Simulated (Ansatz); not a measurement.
# CH6SeSn: basis-set convergence

One table from this session's results is given with a row withheld; the runs are named, their logs left out.

Method: one geometry, several basis sets; program: Ansatz 0.2.0, Gaussian basis.

The runs, in order: PBE0-D4/def2-SVP; ωB97M-V/def2-SVP; PBE0-D4/def2-QZVPP; ωB97M-V/def2-QZVPP; the functionals' def2-TZVPP values are taken from earlier runs.

## Structure used throughout

An earlier PBE0-D4 in a triple-zeta def2 set relaxation fixed the geometry. Sn takes the def2 core potential; no spin-orbit term is included.

SMILES `[CH3][SnH2][SeH]`, 9 atoms, charge 0, spin multiplicity 1.

Atoms are counted from 1 here; the program's logs count them from 0.

Bond lengths: C1–Sn2 2.136 Å, C1–H4 1.089 Å, C1–H5 1.090 Å, C1–H6 1.091 Å, Sn2–Se3 2.540 Å, Sn2–H7 1.710 Å, Sn2–H8 1.707 Å, Se3–H9 1.469 Å. Angles: Sn2–C1–H4 109.4°, Sn2–C1–H5 109.6°, Sn2–C1–H6 110.1°, H4–C1–H5 109.2°, H4–C1–H6 109.5°, H5–C1–H6 109.2°, C1–Sn2–Se3 109.5°, C1–Sn2–H7 111.1°, C1–Sn2–H8 112.0°, Se3–Sn2–H7 109.1°, Se3–Sn2–H8 104.3°, H7–Sn2–H8 110.6°, Sn2–Se3–H9 92.1°.

As a file:

```csv
atom,x (Å),y (Å),z (Å)
C1,-0.1745,1.1575,-0.7437
Sn2,0.3005,-0.8501,-0.1907
Se3,0.6444,-0.9766,2.3224
H4,0.6291,1.8198,-0.4237
H5,-1.1020,1.4602,-0.2582
H6,-0.2959,1.2292,-1.8253
H7,-0.9530,-1.9236,-0.6380
H8,1.7914,-1.3595,-0.8478
H9,-0.7514,-0.6032,2.5879
```

Set-up of the first run:

File in.yaml:

```yaml
crystal:
  periodic: [false, false, false]
  atoms:
    - {symbol: C, position_ang: [-0.174508, 1.157506, -0.743702]}
    - {symbol: Sn, position_ang: [0.300464, -0.850077, -0.190708]}
    - {symbol: Se, position_ang: [0.644361, -0.976603, 2.322390]}
    - {symbol: H, position_ang: [0.629104, 1.819821, -0.423676]}
    - {symbol: H, position_ang: [-1.102039, 1.460198, -0.258215]}
    - {symbol: H, position_ang: [-0.295940, 1.229199, -1.825294]}
    - {symbol: H, position_ang: [-0.953035, -1.923562, -0.638004]}
    - {symbol: H, position_ang: [1.791372, -1.359519, -0.847844]}
    - {symbol: H, position_ang: [-0.751380, -0.603163, 2.587854]}
basis:
  gaussian: {orbitals: def2-SVP}
hamiltonian: {xc: pbe0, dispersion: d4}
output: {orbitals: {seedname: orbitals}}
```

Steps of the session up to this table: PBE0-D4 in def2-SVP; ωB97M-V in def2-SVP; PBE0-D4 in def2-QZVPP; ωB97M-V in def2-QZVPP.

One of the session's tables, all rows but one given; the rest of the session is left out.

It belongs to the step «Functionals by basis». 

| functional | basis | HOMO (eV) | LUMO (eV) |
| --- | --- | --- | --- |
| PBE0-D4 | def2-SVP | -6.63 | -0.17 |
| PBE0-D4 | def2-TZVPP | -6.77 | -0.46 |
| PBE0-D4 | def2-QZVPP | ? | ? |
| ωB97M-V | def2-SVP | -8.76 | 1.66 |
| ωB97M-V | def2-TZVPP | -8.92 | 1.17 |
| ωB97M-V | def2-QZVPP | -8.94 | 0.90 |

Q: Estimate the row for PBE0-D4, def2-QZVPP from the others.

**Answer.** HOMO (eV): -6.79; LUMO (eV): -0.53. In the column «HOMO (eV)» it lies between ωB97M-V, def2-SVP (-8.76) and PBE0-D4, def2-TZVPP (-6.77).
